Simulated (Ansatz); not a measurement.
**AlClH4O2Si: up Jacob's ladder to CCSD(T)**

Aim: compute AlClH4O2Si with functionals from several rungs and with coupled cluster, and see how far each lands from CCSD(T) at the basis-set limit for the atomisation energy.

Computed with Ansatz 0.2.0, Gaussian basis. Level: functionals in def2-TZVPP, the program's frozen cores in correlated methods.

The runs, in order: LDA (SPW92), PBE-D4, revPBE-D4, BLYP-D4, r2SCAN-D4, B97M-V, PBE0-D4, B3LYP-D4, r2SCANh-D4, r2SCAN0-D4, HSE06-D4, BHLYP-D4, CAM-B3LYP-D4, LC-ωPBE, ωB97X-V, ωB97M-V, B2PLYP, PBE-QIDH; CCSD(T)/def2-SVP; CCSD(T)/def2-TZVPP; MP2/def2-QZVPP; extrapolation to the limit; RPA on PBE.

### Step 1. The relaxed structure

All runs share one geometry, relaxed beforehand with PBE0-D4 in a triple-zeta def2 set.

9 atoms, charge 0, spin multiplicity 1.

Atoms are counted from 1 here; the program's logs count them from 0.

Bond lengths: O1–Al2 1.680 Å, O1–H6 0.956 Å, Al2–Cl3 2.076 Å, Al2–O4 1.671 Å, O4–Si5 1.629 Å, Si5–H7 1.486 Å, Si5–H8 1.486 Å, Si5–H9 1.486 Å. Angles: Al2–O1–H6 122.8°, O1–Al2–Cl3 117.7°, O1–Al2–O4 122.2°, Cl3–Al2–O4 120.2°, Al2–O4–Si5 162.1°, O4–Si5–H7 109.3°, O4–Si5–H8 109.9°, O4–Si5–H9 110.5°, H7–Si5–H8 109.0°, H7–Si5–H9 109.0°, H8–Si5–H9 109.1°.

Coordinates:

```xyz
9
charge 0, multiplicity 1
O     2.47180    1.36831   -0.14981
Al    1.47439    0.11028    0.34564
Cl    2.31379   -1.37909    1.52401
O    -0.13963    0.03474   -0.07982
Si   -1.68698   -0.45717   -0.20827
H     2.16148    2.09181   -0.69215
H    -2.53505    0.69289   -0.61620
H    -1.79508   -1.52703   -1.23435
H    -2.17621   -0.98112    1.09395
```

### Step 2. LDA

This LDA is Slater exchange with PW92 correlation.

The input, in.yaml:

```yaml
crystal:
  periodic: [false, false, false]
  atoms:
    - {symbol: O, position_ang: [2.471801, 1.368308, -0.149808]}
    - {symbol: Al, position_ang: [1.474385, 0.110279, 0.345635]}
    - {symbol: Cl, position_ang: [2.313785, -1.379095, 1.524011]}
    - {symbol: O, position_ang: [-0.139633, 0.034736, -0.079818]}
    - {symbol: Si, position_ang: [-1.686982, -0.457173, -0.208267]}
    - {symbol: H, position_ang: [2.161480, 2.091812, -0.692148]}
    - {symbol: H, position_ang: [-2.535048, 0.692893, -0.616201]}
    - {symbol: H, position_ang: [-1.795078, -1.527035, -1.234351]}
    - {symbol: H, position_ang: [-2.176210, -0.981123, 1.093948]}
basis:
  gaussian: {orbitals: def2-TZVPP}
hamiltonian: {xc: lda}
output: {orbitals: {seedname: orbitals}}
```

Run with:

```bash
$ ansatz run in.yaml --threads 4 --pin off --events-out ev --progress --plain --max-ram 10444MiB
```

After this run come: PBE-D4 (GGA); revPBE-D4 (GGA); BLYP-D4 (GGA); r2SCAN-D4 (meta-GGA); B97M-V (meta-GGA); B3LYP-D4 (hybrid); r2SCANh-D4 (hybrid); r2SCAN0-D4 (hybrid); HSE06-D4 (hybrid); BHLYP-D4 (hybrid); CAM-B3LYP-D4 (range-separated); LC-ωPBE (range-separated); ωB97X-V (range-separated); ωB97M-V (range-separated); B2PLYP (double hybrid); PBE-QIDH (double hybrid); CCSD(T) in def2-SVP; CCSD(T) in def2-TZVPP; MP2 in def2-QZVPP; RPA on PBE orbitals.

Q: Predict the results of all the runs planned. Wanted: atomisation energy, CCSD(T)/CBS; farthest beyond LDA; mean size of error, GGA; mean size of error, meta-GGA; mean size of error, hybrid; mean size of error, range-separated; mean size of error, double hybrid; gap, smallest and largest; T1 diagnostic.

The runs gave:

| quantity | value |
| --- | --- |
| atomisation energy, CCSD(T)/CBS | 3301.9 kJ/mol |
| functionals within 16.5 kJ/mol (0.5 %) | r2SCAN-D4, B97M-V, ωB97X-V |
| farthest beyond LDA | BHLYP-D4 (-130.1 kJ/mol) |
| mean size of error, GGA | 74.5 kJ/mol |
| mean size of error, meta-GGA | 13.3 kJ/mol |
| mean size of error, hybrid | 78.8 kJ/mol |
| mean size of error, range-separated | 27.9 kJ/mol |
| mean size of error, double hybrid | 66.7 kJ/mol |
| gap, smallest and largest | 5.52 eV (LDA (SPW92)), 12.98 eV (LC-ωPBE) |
| T1 diagnostic | 0.0112 |
| triples share of the correlation energy | 3.4 % |

**Reading.** The LDA atomisation energy is off by 366.3 kJ/mol (11 %): it overbinds. PBE-D4 is off by -39.3 kJ/mol. Double hybrids carry the basis error of their MP2 part in triple zeta, and no dispersion term here, so their miss is partly the set-up's. By mean error the best rung here is meta-GGA (13.3 kJ/mol) and the worst beyond LDA is hybrid (78.8 kJ/mol). The mean of the hybrids holds BHLYP, with half exact exchange. The reference freezes the cores and leaves out relativity and excitations past (T), so misses under about 16.5 kJ/mol can't be ranked. Hartree-Fock recovers 74 % of the binding; the rest is correlation. CCSD(T) in def2-SVP is off by -266.3 kJ/mol, which most functionals beat. Orbital gaps span 5.5 to 13.0 eV; exact exchange widens them.
